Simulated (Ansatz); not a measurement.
# C₂H₃BOS: up Jacob's ladder to CCSD(T)

How much do the methods differ for C₂H₃BOS? The plan is to run it at one geometry with functionals of several rungs and with coupled cluster. The yardstick is the atomisation energy at the CCSD(T) limit.

Method: functionals in def2-TZVPP, the program's frozen cores in correlated methods; program: Ansatz 0.2.0, Gaussian basis.

Plan: LDA (SPW92), PBE-D4, revPBE-D4, BLYP-D4, r2SCAN-D4, B97M-V, PBE0-D4, B3LYP-D4, r2SCANh-D4, r2SCAN0-D4, HSE06-D4, BHLYP-D4, CAM-B3LYP-D4, LC-ωPBE, ωB97X-V, ωB97M-V, B2PLYP, PBE-QIDH; CCSD(T)/def2-SVP; CCSD(T)/def2-TZVPP; MP2/def2-QZVPP; extrapolation to the limit; RPA on PBE.

### 1 The relaxed structure

An earlier PBE0-D4 in a triple-zeta def2 set relaxation fixed the geometry.

SMILES `BC(=O)C=S`, 8 atoms, charge 0, spin multiplicity 1.

Atoms are counted from 1 here; the program's logs count them from 0.

Bond lengths: B1–C2 1.534 Å, B1–H6 1.192 Å, B1–H7 1.193 Å, C2–O3 1.240 Å, C2–C4 1.449 Å, C4–S5 1.607 Å, C4–H8 1.093 Å. Angles: C2–B1–H6 117.2°, C2–B1–H7 118.0°, H6–B1–H7 124.3°, B1–C2–O3 75.7°, B1–C2–C4 155.6°, O3–C2–C4 128.7°, C2–C4–S5 120.9°, C2–C4–H8 115.5°, S5–C4–H8 123.2°.

### 2 LDA

This LDA is Slater exchange with PW92 correlation.

The input, in.yaml:

```yaml
crystal:
  periodic: [false, false, false]
  atoms:
    - {symbol: B, position_ang: [0.577566, 1.137071, 0.650393]}
    - {symbol: C, position_ang: [-0.099633, -0.128193, 0.107508]}
    - {symbol: O, position_ang: [0.021939, -0.342011, 1.322542]}
    - {symbol: C, position_ang: [-0.645365, -0.996541, -0.915927]}
    - {symbol: S, position_ang: [0.093053, -2.366097, -1.317234]}
    - {symbol: H, position_ang: [1.767363, 1.180402, 0.603454]}
    - {symbol: H, position_ang: [-0.117613, 2.057414, 0.953663]}
    - {symbol: H, position_ang: [-1.505208, -0.598944, -1.460199]}
basis:
  gaussian: {orbitals: def2-TZVPP}
hamiltonian: {xc: lda}
output: {orbitals: {seedname: orbitals}}
```

Command:

```sh
$ ansatz run in.yaml --threads 2 --pin off --events-out ev --progress --plain --max-ram 4352MiB
```

After this run come: PBE-D4 (GGA); revPBE-D4 (GGA); BLYP-D4 (GGA); r2SCAN-D4 (meta-GGA); B97M-V (meta-GGA); B3LYP-D4 (hybrid); r2SCANh-D4 (hybrid); r2SCAN0-D4 (hybrid); HSE06-D4 (hybrid); BHLYP-D4 (hybrid); CAM-B3LYP-D4 (range-separated); LC-ωPBE (range-separated); ωB97X-V (range-separated); ωB97M-V (range-separated); B2PLYP (double hybrid); PBE-QIDH (double hybrid); CCSD(T) in def2-SVP; CCSD(T) in def2-TZVPP; MP2 in def2-QZVPP; RPA on PBE orbitals.

Before running them: what should the planned runs give, taken together? Wanted: atomisation energy, CCSD(T)/CBS; farthest beyond LDA; mean size of error, GGA; mean size of error, meta-GGA; mean size of error, hybrid; mean size of error, range-separated; mean size of error, double hybrid; gap, smallest and largest; T1 diagnostic.

**Answer**, as computed:

| quantity | value |
| --- | --- |
| atomisation energy, CCSD(T)/CBS | 3128.1 kJ/mol |
| functionals within 15.6 kJ/mol (0.5 %) | LC-ωPBE, B2PLYP, PBE-QIDH |
| farthest beyond LDA | PBE-D4 (+169.6 kJ/mol) |
| mean size of error, GGA | 99.8 kJ/mol |
| mean size of error, meta-GGA | 51.3 kJ/mol |
| mean size of error, hybrid | 53.6 kJ/mol |
| mean size of error, range-separated | 22.7 kJ/mol |
| mean size of error, double hybrid | 6.0 kJ/mol |
| gap, smallest and largest | 1.57 eV (LDA (SPW92)), 8.83 eV (LC-ωPBE) |
| T1 diagnostic | 0.0188 |
| triples share of the correlation energy | 4.9 % |

In words: LDA overbinds by 598.8 kJ/mol (19 %). PBE-D4 is off by +169.6 kJ/mol. Double hybrids carry the basis error of their MP2 part in triple zeta, and no dispersion term here, so their miss is partly the set-up's. By mean error the best rung here is double hybrid (6.0 kJ/mol) and the worst beyond LDA is GGA (99.8 kJ/mol). Misses under about 15.6 kJ/mol are within the doubt on the reference itself, which lacks core-valence correlation, relativity and higher excitations. Hartree-Fock recovers 69 % of the binding; the rest is correlation. CCSD(T) in def2-SVP is off by -147.8 kJ/mol, worse than the median functional, from the basis alone. The gap grows from 1.6 to 8.8 eV across the functionals, mostly with the share of exact exchange. The restricted reference is unstable towards a spin-broken one.
